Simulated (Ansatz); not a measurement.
# (001) superlattice of 10 and 2 atomic planes of GaAs and GaSb, in-plane a of GaAs, 12 atoms

Aim: a base single point, then the same cell under other settings, to see what each one moves.

Program: Ansatz 0.2.0, PAW, plane waves. These are calculated values, not measurements.

1 further run of the same task is left out (it didn't finish).

## (1) Starting point

12 atoms (6 Ga, 5 As, 1 Sb); a = 4.002 Å, b = 4.002 Å, c = 17.377 Å, α = 90.00°, β = 90.00°, γ = 90.00°. All atoms were shaken off their sites by about 0.10 Å along each axis.

As a file:

```xyz
12
Lattice="2.8300 2.8300 0.0000 -2.8300 2.8300 0.0000 0.0000 0.0000 17.3767" Properties=species:S:1:pos:R:3 pbc="T T T"
Ga   -0.1134    0.1410    0.1681
Ga   -0.0864    5.5442    5.7773
Ga   -2.6664    2.7044   11.2828
Ga    0.1315    2.8584    3.0047
Ga    0.0257    2.8922    8.5058
Ga   -0.0466    2.9876   14.0917
As    1.4098    1.4826    1.5907
As    1.3166    1.3762    7.0691
As    1.3403    1.3787   12.7769
As   -1.2072    1.3402    4.1345
As    1.3168    4.2599    9.8540
Sb    1.4307    4.1382   15.6848
```

## (2) PBEsol on the given atoms

The input, in.yaml:

```yaml
crystal:
  lattice:
    - [2.830000, 2.830000, 0.000000]
    - [-2.830000, 2.830000, 0.000000]
    - [0.000000, 0.000000, 17.376719]
  atoms:
    - { symbol: Ga, position: [0.004878, 0.044962, 0.009672] }
    - { symbol: Ga, position: [0.964264, 0.994808, 0.332474] }
    - { symbol: Ga, position: [0.006717, 0.948908, 0.649308] }
    - { symbol: Ga, position: [0.528249, 0.481780, 0.172917] }
    - { symbol: Ga, position: [0.515530, 0.506464, 0.489496] }
    - { symbol: Ga, position: [0.519606, 0.536070, 0.810954] }
    - { symbol: As, position: [0.511015, 0.012867, 0.091541] }
    - { symbol: As, position: [0.475761, 0.010542, 0.406813] }
    - { symbol: As, position: [0.480380, 0.006785, 0.735288] }
    - { symbol: As, position: [0.023498, 0.450071, 0.237935] }
    - { symbol: As, position: [0.985289, 0.519982, 0.567079] }
    - { symbol: Sb, position: [0.983901, 0.478360, 0.902633] }
kpoints:
  mp_grid: { grid: [4, 4, 1] }
hamiltonian:
  xc: pbesol
scf:
  occupations: { method: fermi_dirac, width: 0.01 }
output:
  forces: true
  eigenvalues: true
  stress: true
  populations: true
```

Started as:

```sh
> ansatz run in.yaml --threads 7 --pin off --max-ram 13300MiB --runs-dir r --events-out ev --progress --plain
```

## (3) Changed settings: charge changed by -2, dispersion D3(BJ) with three-body term, density cutoff ratio 3

Edit in.yaml of step 2 so:

```diff
@@ -20,6 +20,10 @@
   mp_grid: { grid: [4, 4, 1] }
+basis: { ecutrho_ratio: 3 }
 hamiltonian:
   xc: pbesol
+  dispersion: d3bjatm
+total_charge: -2
 scf:
   occupations: { method: fermi_dirac, width: 0.01 }
+  max_iter: 100
 output:
@@ -28,2 +32 @@
   stress: true
-  populations: true
```

## (4) Variant: density threshold 1e-12 eV, 60 extra bands, at most 6 cycles

Edit in.yaml of step 3 so:

```diff
@@ -20,10 +20,9 @@
   mp_grid: { grid: [4, 4, 1] }
-basis: { ecutrho_ratio: 3 }
 hamiltonian:
   xc: pbesol
-  dispersion: d3bjatm
-total_charge: -2
 scf:
   occupations: { method: fermi_dirac, width: 0.01 }
-  max_iter: 100
+  max_iter: 6
+  n_extra_bands: 60
+  convergence: { dr2_threshold: 1e-12 }
 output:
```

## (5) Changed settings: xc grid 1

Edit in.yaml of step 4 so:

```diff
@@ -20,2 +20,3 @@
   mp_grid: { grid: [4, 4, 1] }
+basis: { xc_grid: 1 }
 hamiltonian:
@@ -24,5 +25,3 @@
   occupations: { method: fermi_dirac, width: 0.01 }
-  max_iter: 6
-  n_extra_bands: 60
-  convergence: { dr2_threshold: 1e-12 }
+  max_iter: 80
 output:
```

## (6) Run again with occupations Fermi–Dirac

Edit in.yaml of step 5 so:

```diff
@@ -20,3 +20,2 @@
   mp_grid: { grid: [4, 4, 1] }
-basis: { xc_grid: 1 }
 hamiltonian:
@@ -25,3 +24,3 @@
   occupations: { method: fermi_dirac, width: 0.01 }
-  max_iter: 80
+  max_iter: 50
 output:
```

What does the calculation give? Wanted: for each run, settings; status; energy from base; forces from base.

The runs gave:

| settings | status | cycles | time | energy from base (meV/atom) | forces from base (eV/Å rms) | filled to empty level on the mesh (eV) |
| --- | --- | --- | --- | --- | --- | --- |
| base | converged | 12 | 6.1 s (7 CPU threads) | 0 | 0 | none |
| charge changed by -2, dispersion D3(BJ) with three-body term, density cutoff ratio 3 | converged, settings too loose | 11 | 5.6 s (7 CPU threads) | - | 0.160 | - |
| density threshold 1e-12 eV, 60 extra bands, at most 6 cycles | not converged | - | 6.9 s (7 CPU threads) | - | - | - |
| xc grid 1 | converged | 12 | 4.8 s (7 CPU threads) | 0.0 | 0.000 | - |
| occupations Fermi–Dirac | converged | 12 | 4.6 s (7 CPU threads) | 0.0 | 0.000 | - |

The base run shows no spacing between filled and empty levels on this coarse mesh with displaced atoms and smearing, so occupations can shift between runs, and part of each change may come from that and not from the setting itself.

**What this shows.** Among these variants the forces move most with charge changed by -2, dispersion D3(BJ) with three-body term, density cutoff ratio 3 (0.160 eV/Å rms). 1 of 4 variants gave no result: density threshold 1e-12 eV, 60 extra bands, at most 6 cycles (not converged).
